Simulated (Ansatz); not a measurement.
# SiH4O + AsH3: a complex and its separated parts

The complex below is one end of an elementary step. How strongly is it bound against its free parts?

Method: PBE0-D4/def2-TZVP structures, single points in def2-TZVPP, no counterpoise correction; program: Ansatz 0.2.0, Gaussian basis.

Levels: SPW92, PBE-D4, BLYP-D4, r2SCAN-D4, B97M-V, PBE0-D4, B3LYP-D4, r2SCAN0-D4, BHLYP-D4, CAM-B3LYP-D4, wB97X-V, wB97M-V, B2PLYP, PBE-QIDH, RPA on PBE, Hartree-Fock, MP2, CCSD, CCSD(T).

Correlated methods freeze the cores. Filled d shells of the heavier atoms are correlated. B3LYP uses VWN-RPA correlation. B2PLYP carries no dispersion term here.

94 further runs of the same task are left out: 94 set aside as unsound or not needed.

## (1) The starting structure

The complex: 10 atoms, charge 0, spin multiplicity 1.

Atoms are counted from 1 here; the program's logs count them from 0.

Bond lengths: Si1–O2 1.649 Å, Si1–H3 1.480 Å, Si1–H4 1.489 Å, Si1–H5 1.490 Å, O2–H8 0.958 Å, H6–As7 1.521 Å, As7–H9 1.522 Å, As7–H10 1.522 Å. Angles: O2–Si1–H3 105.9°, O2–Si1–H4 111.5°, O2–Si1–H5 111.5°, H3–Si1–H4 110.1°, H3–Si1–H5 109.8°, H4–Si1–H5 107.9°, Si1–O2–H8 117.8°, H6–As7–H9 92.1°, H6–As7–H10 92.2°, H9–As7–H10 92.2°.

Coordinates:

```tsv
atom	x (Å)	y (Å)	z (Å)
Si1	-0.68764	1.40533	-0.71261
O2	-1.25107	1.08876	0.80410
H3	-1.43466	0.50580	-1.61978
H4	-0.91737	2.82569	-1.09521
H5	0.77270	1.13193	-0.82137
H6	0.03023	-1.50196	0.78199
As7	1.02695	-2.17472	-0.14924
H8	-0.88972	1.59802	1.53021
H9	2.20631	-1.48764	0.52367
H10	1.14416	-3.39130	0.75824
```

Its parts: SiH4O holds atoms 1, 2, 3, 4, 5, 8; AsH3 holds atoms 6, 7, 9, 10. Each part counts its atoms afresh in its own runs.

## (2) Relaxing SiH4O alone

Contents of relax-a/in.yaml:

```yaml
crystal:
  periodic: [false, false, false]
  atoms:
    - {symbol: Si, position_ang: [-0.687643, 1.405329, -0.712611]}
    - {symbol: O, position_ang: [-1.251067, 1.088759, 0.804105]}
    - {symbol: H, position_ang: [-1.434664, 0.505796, -1.619778]}
    - {symbol: H, position_ang: [-0.917368, 2.825688, -1.095208]}
    - {symbol: H, position_ang: [0.772703, 1.131926, -0.821370]}
    - {symbol: H, position_ang: [-0.889717, 1.598020, 1.530210]}
basis:
  gaussian: {orbitals: def2-TZVP}
hamiltonian: {xc: pbe0, dispersion: d4}
relax: {f_tol: 0.005, max_steps: 200}
```

Command:

```console
$ ansatz run in.yaml --threads 4 --pin off --events-out ev --progress --plain --max-ram 9574MiB
```

After this run come: Relaxing AsH3 alone; SPW92/def2-TZVPP; PBE-D4/def2-TZVPP; BLYP-D4/def2-TZVPP; r2SCAN-D4/def2-TZVPP; B97M-V/def2-TZVPP; PBE0-D4/def2-TZVPP; B3LYP-D4/def2-TZVPP; r2SCAN0-D4/def2-TZVPP; BHLYP-D4/def2-TZVPP; CAM-B3LYP-D4/def2-TZVPP; wB97X-V/def2-TZVPP; wB97M-V/def2-TZVPP; B2PLYP/def2-TZVPP; PBE-QIDH/def2-TZVPP; RPA on PBE/def2-TZVPP; CCSD(T)/def2-TZVPP; MP2/def2-QZVPP; Vibrations of SiH4O; Vibrations of AsH3.

**Question.** What will these runs give? Wanted: complex less parts, CCSD(T)/def2-TZVPP; with zero-point energy; largest T1 diagnostic.

**Answer**, as computed:

| quantity | value |
| --- | --- |
| complex less parts, CCSD(T)/def2-TZVPP | -0.050 eV |
| with zero-point energy | -0.027 eV |
| largest T1 diagnostic | 0.011 |

In words: At CCSD(T) the complex lies 0.050 eV below its parts. The functionals run from r2SCAN-D4, off by -0.003 eV, to SPW92, off by -0.052 eV, against CCSD(T). By rung, the mean size of the error is: LDA 0.052, GGA 0.023, meta-GGA 0.004, hybrid 0.017, range-separated hybrid 0.009, double hybrid 0.030 eV. PBE-D4 gives a relative energy 0.027 eV too low, an error of 53 % of the reference. No counterpoise was applied, and triple zeta lacks some correlation, so the CCSD(T) reference has a basis error of its own, and close matches with it are partly luck.
